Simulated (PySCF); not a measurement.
# [YbCl3(NH3)]−: other functionals and bases at one geometry

One table from this session's results is given with a row withheld; the runs are named, their logs left out.

Program: PySCF 2.14.0. Level of theory: several levels, as the steps say, no spin–orbit coupling. These are calculated values, not measurements.

1 further run of the same task is left out (for a known fault of the program).

**Starting geometry**

8 atoms, charge -1, spin multiplicity 1.

Bond lengths: Yb1–Cl2 2.669 Å, Yb1–Cl3 2.669 Å, Yb1–Cl4 2.669 Å, Yb1–N5 2.590 Å, N5–H6 1.019 Å, N5–H7 1.019 Å, N5–H8 1.019 Å. Angles: Cl2–Yb1–Cl3 119.7°, Cl2–Yb1–Cl4 119.7°, Cl2–Yb1–N5 93.0°, Cl3–Yb1–Cl4 119.7°, Cl3–Yb1–N5 93.0°, Cl4–Yb1–N5 93.0°, Yb1–N5–H6 111.1°, Yb1–N5–H7 111.1°, Yb1–N5–H8 111.1°, H6–N5–H7 107.8°, H6–N5–H8 107.8°, H7–N5–H8 107.8°.

As a file:

```xyz
8

Yb    0.05474   -0.05474    0.05474
Cl    1.22479    2.03989    1.22479
Cl   -2.03989   -1.22479    1.22479
Cl    1.22479   -1.22479   -2.03989
N    -1.44074    1.44074   -1.44074
H    -2.04065    2.04065   -0.87663
H    -0.87663    2.04065   -2.04065
H    -2.04065    0.87663   -2.04065
```

Formal oxidation states: Yb +2. Each metal's 14 4f electrons lie in its core potential, so multiplicities, spins and levels count the valence alone. An earlier session relaxed this geometry at PBE0, Yb lcecp-0-SVP with ECP60, Cl def2-SVP, N def2-SVP, H def2-SVP (singlet, point group C3v).

At PBE0 on the finer grid: E = -1469.499934 Eh, frontier levels not given, since the 4f levels lie in the core, Mulliken charge on Yb1 +0.36 e, largest force component 0.001 eV/Å. 

Levels to run: revPBE; B3LYP; PBE0, TZVP. Hardware: 2 threads of Arm Neoverse V2, shared host.

The first run:

Input file run.py (the lines that set the calculation):

```python
mol = gto.M(atom='''
Yb     0.05474    -0.05474     0.05474
Cl     1.22479     2.03989     1.22479
Cl    -2.03989    -1.22479     1.22479
Cl     1.22479    -1.22479    -2.03989
N     -1.44074     1.44074    -1.44074
H     -2.04065     2.04065    -0.87663
H     -0.87663     2.04065    -2.04065
H     -2.04065     0.87663    -2.04065''',
    basis={'Yb': 'lcecp-0-SVP', 'Cl': 'def2-SVP', 'N': 'def2-SVP', 'H': 'def2-SVP'},
    ecp={'Yb': 'lcecp-0-SVP'},
    charge=-1, spin=0)
mf = dft.RKS(mol, xc='PBE_R,PBE')
mf.grids.atom_grid = (75, 302)  # f atoms: unpruned, at least (60, 302)
mf = mf.density_fit()  # fitting sets: Yb AutoAux, Cl def2-universal-JKFIT, N def2-universal-JKFIT, H def2-universal-JKFIT
mf.conv_tol = 1e-08; mf.max_cycle = 55
mf.kernel(dm0)  # dm0: the density of the relaxed state
```

On the command line:

```bash
$ OMP_NUM_THREADS=2 python run.py
```

Steps of the session up to this table: revPBE; B3LYP; PBE0, TZVP.

One table of the session follows, with a row left open; its other results are not shown here.

| level | charge on Yb1 (e) | dipole (D) | largest force component (eV/Å) |
| --- | --- | --- | --- |
| PBE0 (relaxed here) | 0.36 | 4.77 | 0.00 |
| revPBE | ? | ? | ? |
| B3LYP | 0.27 | 4.76 | 0.06 |
| PBE0, TZVP | 1.05 | 4.53 | 0.20 |

**Question.** Estimate the row for revPBE.

**Answer.** charge on Yb1 (e): 0.23; dipole (D): 4.72; largest force component (eV/Å): 0.25. In the column «charge on Yb1 (e)» it is the lowest.

The dipole of a charged species depends on the origin, so these sizes hold for this origin alone.

The largest leftover force, 0.25 eV/Å with revPBE, stands at a geometry relaxed at another level. With 4f in the core, its levels are missing from HOMO and gap, and its count is fixed, so no charge can pass from the ligands into it. Total energies of different levels can't be compared.
